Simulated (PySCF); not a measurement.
**One shape, several levels: C2H2F2OTi (SMILES C#[C][Ti]([OH])([F])[F])**

Wanted: a comparison of 6 runs (HF/STO-3G, HF/3-21G, HF/def2-SVP, B3LYP/6-31G*, CCSD(T)/def2-SVP) of C2H2F2OTi. Input form: a Python script.

The calculation is run with PySCF 2.14.0.

1 further run of the same task is left out (set aside as unsound or not needed).

**1. The structure to begin with**

C2H2F2OTi has 8 atoms, charge 0, and is taken as a singlet. As SMILES, `C#[C][Ti]([OH])([F])[F]`. Geometry: relaxed at PBE0-D4/def2-TZVP. This is one conformer, not always the lowest.

Bond lengths: C1–C2 1.214 Å, C2–Ti3 2.022 Å, Ti3–O4 1.762 Å, Ti3–F5 1.748 Å, Ti3–F6 1.747 Å, C1–H7 1.067 Å, O4–H8 0.958 Å. Angles: C1–C2–Ti3 178.9°, C2–Ti3–O4 107.2°, C2–Ti3–F5 109.3°, C2–Ti3–F6 107.8°, O4–Ti3–F5 110.2°, O4–Ti3–F6 110.7°, F5–Ti3–F6 111.5°, C2–C1–H7 179.8°, Ti3–O4–H8 140.0°.

**2. Energy and forces at HF/STO-3G (run 1)**

input.xyz reads:

```xyz
8

C      1.390800    -1.352800    -1.371000
C      0.781700    -0.555600    -0.688200
Ti    -0.200100     0.795400     0.450900
O     -1.850300     0.211200     0.648400
F     -0.201100     2.344200    -0.360300
F      0.613600     0.882700     1.994400
H      1.928600    -2.051200    -1.972400
H     -2.370900    -0.331100     1.242500
```

run.py reads:

```python
from pyscf import gto

mol = gto.M(
    atom='input.xyz',
    max_memory=1860,
    basis='sto-3g',
    verbose=4,
    spin=0,
    charge=0,
)

mf = mol.RHF()
mf.conv_tol = 1e-10
mf.kernel()
if not mf.converged:
    mf = mf.newton().run(mf.mo_coeff, mf.mo_occ)

energy = mf.e_tot
print(f'total energy: {energy:.8f} hartree')
grad = mf.nuc_grad_method().kernel()
mf.analyze()
```

Command:

```bash
$ OMP_NUM_THREADS=1 python run.py
```

Log:

```text
PySCF version 2.14.0

[... 80 lines left out ...]
Total Energy =                       -1185.936085916913726
[... 11 lines left out ...]
MO #5   energy= -20.2525765178565  occ= 2
[... 9 lines left out ...]
MO #15  energy= -1.44077348296379  occ= 2
[... 9 lines left out ...]
MO #25  energy= -0.484064916127943 occ= 2
[... 9 lines left out ...]
MO #35  energy= 0.340278741677162  occ= 0
[... 9 lines left out ...]
MO #45  energy= 1.43125777970399   occ= 0
[... 56 lines left out ...]
Dipole moment(X, Y, Z, Debye): -1.20394, -0.51886,  1.18033
```

It took 3.6 s on 1 thread of Intel Xeon at 2.70GHz, shared host; peak memory 0.12 GiB.

**3. Energy and gradient at HF/3-21G (run 2)**

calc.py reads:

```python
# C#[C][Ti]([OH])([F])[F]
from pyscf import gto, scf

mol = gto.Mole()
mol.atom = '''
C      2.628231    -2.556422    -2.590815
C      1.477199    -1.049932    -1.300510
Ti    -0.378134     1.503088     0.852078
O     -3.496560     0.399110     1.225298
F     -0.380024     4.429896    -0.680868
F      1.159536     1.668061     3.768870
H      3.644526    -3.876206    -3.727296
H     -4.480352    -0.625688     2.347985
'''
mol.max_memory = 1860
mol.basis = '3-21g'
mol.unit = 'bohr'
mol.verbose = 4
mol.build()

hf = scf.RHF(mol)
hf.conv_tol = 1e-10
hf.kernel()
if not hf.converged:
    hf = hf.newton().run(hf.mo_coeff, hf.mo_occ)

e_final = hf.e_tot
print(f'total energy: {e_final:.8f} hartree')
grad = hf.nuc_grad_method().kernel()
hf.analyze()
```

Command:

```bash
$ OMP_NUM_THREADS=1 python calc.py
```

Log:

```text
PySCF version 2.14.0

[... 92 lines left out ...]
MO #1   energy= -182.422233146575  occ= 2
[... 14 lines left out ...]
MO #16  energy= -1.51539752502481  occ= 2
[... 14 lines left out ...]
MO #31  energy= -0.409632767919128 occ= 2
[... 14 lines left out ...]
MO #46  energy= 0.369253844830072  occ= 0
[... 14 lines left out ...]
MO #61  energy= 1.76542223330884   occ= 0
[... 14 lines left out ...]
MO #76  energy= 3.83535838992761   occ= 0
[... 87 lines left out ...]
Dipole moment(X, Y, Z, Debye): -1.01762, -2.51665,  0.54315
```

Wall time 5.4 s (1 thread of Intel Xeon at 2.70GHz, shared host); peak memory 0.15 GiB.

Run 3 isn't shown in full; the table further down has it.

**4. Energy and forces at B3LYP/6-31G(d) (spherical functions) (run 4)**

run.py reads:

```python
from pyscf import gto, dft

molecule = gto.M(
    atom='''
C      2.628231    -2.556422    -2.590815
C      1.477199    -1.049932    -1.300510
Ti    -0.378134     1.503088     0.852078
O     -3.496560     0.399110     1.225298
F     -0.380024     4.429896    -0.680868
F      1.159536     1.668061     3.768870
H      3.644526    -3.876206    -3.727296
H     -4.480352    -0.625688     2.347985
''',
    unit='bohr',
    max_memory=1860,
    verbose=4,
    basis='6-31g*',
)

calc0 = dft.RKS(molecule, xc='b3lyp')
calc0.conv_tol = 1e-10
calc0.grids.level = 5
calc0.kernel()
if not calc0.converged:
    calc0 = calc0.newton().run(calc0.mo_coeff, calc0.mo_occ)

etot = calc0.e_tot
print('Final energy', etot)
grad = calc0.nuc_grad_method().kernel()
calc0.analyze()
```

Command:

```bash
$ OMP_NUM_THREADS=1 python run.py
```

Log:

```text
PySCF version 2.14.0

[... 114 lines left out ...]
MO #8   energy= -16.7353772378483  occ= 2
[... 19 lines left out ...]
MO #28  energy= -0.367049803856349 occ= 2
[... 19 lines left out ...]
MO #48  energy= 0.29486509381992   occ= 0
[... 19 lines left out ...]
MO #68  energy= 1.25390387122192   occ= 0
[... 19 lines left out ...]
MO #88  energy= 1.85067543512001   occ= 0
[... 19 lines left out ...]
MO #108 energy= 3.2401071005357    occ= 0
[... 119 lines left out ...]
Dipole moment(X, Y, Z, Debye): -1.06703, -2.01892,  0.55014
```

Wall time 67 s (1 thread of Intel Xeon at 2.70GHz, shared host); peak memory 1.1 GiB.

Run 5 isn't shown in full; the table further down has it.

**5. A single-point energy at CCSD(T)/def2-SVP (run 6)**

run.py reads:

```python
from pyscf import gto, cc

mol = gto.M(
    atom='''
C      1.390800    -1.352800    -1.371000
C      0.781700    -0.555600    -0.688200
Ti    -0.200100     0.795400     0.450900
O     -1.850300     0.211200     0.648400
F     -0.201100     2.344200    -0.360300
F      0.613600     0.882700     1.994400
H      1.928600    -2.051200    -1.972400
H     -2.370900    -0.331100     1.242500
''',
    basis='def2-svp',
    max_memory=1860,
    charge=0,
    verbose=3,
    spin=0,
)

mf = mol.RHF()
mf.conv_tol = 1e-10
mf.kernel()
if not mf.converged:
    mf = mf.newton().run(mf.mo_coeff, mf.mo_occ)

mycc = cc.CCSD(mf, frozen=10)
mycc.kernel()
e_t = mycc.ccsd_t()
etot = mycc.e_tot + e_t
print('E(%s) = %.9f' % ('CCSD(T)', etot))
mf.analyze()
```

Command:

```bash
$ OMP_NUM_THREADS=1 python run.py
```

Log:

```text
converged SCF energy = -1198.76724595155
[... 19 lines left out ...]
MO #16  energy= -1.51537521824877  occ= 2
[... 18 lines left out ...]
MO #35  energy= 0.087619518326262  occ= 0
[... 18 lines left out ...]
MO #54  energy= 0.844192314750942  occ= 0
[... 18 lines left out ...]
MO #73  energy= 1.67636762264861   occ= 0
[... 18 lines left out ...]
MO #92  energy= 2.57393185394906   occ= 0
[... 18 lines left out ...]
MO #111 energy= 4.1288446774062    occ= 0
[... 9 lines left out ...]
Dipole moment(X, Y, Z, Debye): -0.99003, -2.48400,  0.29474
```

Run time: 2.4 min. Hardware: 1 thread of Intel Xeon at 2.70GHz, shared host; peak memory 1.1 GiB.

**6. The series**

```
run                               level  integration grid  Cartesian functions   energy (Eh)  dipole moment (D) of the reference  HOMO energy (eV)  LUMO energy (eV)  wall time
  1                           HF/STO-3G                 –                   no  -1185.936086                                1.76             -8.46              7.18      3.6 s
  2                            HF/3-21G                 –                   no  -1193.152871                                2.77            -11.15              1.49      5.4 s
  3                         HF/def2-SVP                 –                   no  -1198.767246                                2.69            -11.26              1.17       22 s
  4  B3LYP/6-31G* (spherical functions)                 5                   no  -1201.867426                                2.35             -7.79             -2.69       67 s
  5  B3LYP/6-31G* (Cartesian functions)                 5                  yes  -1201.883527                                2.32             -7.76             -2.55       68 s
  6                    CCSD(T)/def2-SVP                 –                   no  -1199.945385                                2.69            -11.26              1.17    2.4 min
```

**7. Outcome**

| quantity | value |
| --- | --- |
| run 6: total energy | -1199.94538 Eh |
| run 6: dipole moment (Hartree–Fock density) | 2.69 D |
| run 6: HOMO energy (Hartree–Fock orbitals) | -11.26 eV |
| run 6: LUMO energy (Hartree–Fock orbitals) | 1.17 eV |
| run 6: HOMO–LUMO gap (Hartree–Fock orbitals) | 12.43 eV |
| run 6: correlation energy (10 core orbitals frozen) | -1178.1 mEh |
| run 6: (T) correction | -46.83 mEh |
| run 6: T1 diagnostic | 0.022 |

**Reading.** Over runs 1, 2, 3, 4, 5 the dipole moment (its size) runs from 1.76 D (HF/STO-3G) to 2.77 D (HF/3-21G). Over runs 1, 2, 3, 4, 5 the HOMO–LUMO gap runs from 5.09 eV (B3LYP/6-31G*) to 15.63 eV (HF/STO-3G). The two ends differ in method and basis. In run 1 the basis is minimal, so the values are rough. All runs together took 5.2 min, the longest 2.4 min.
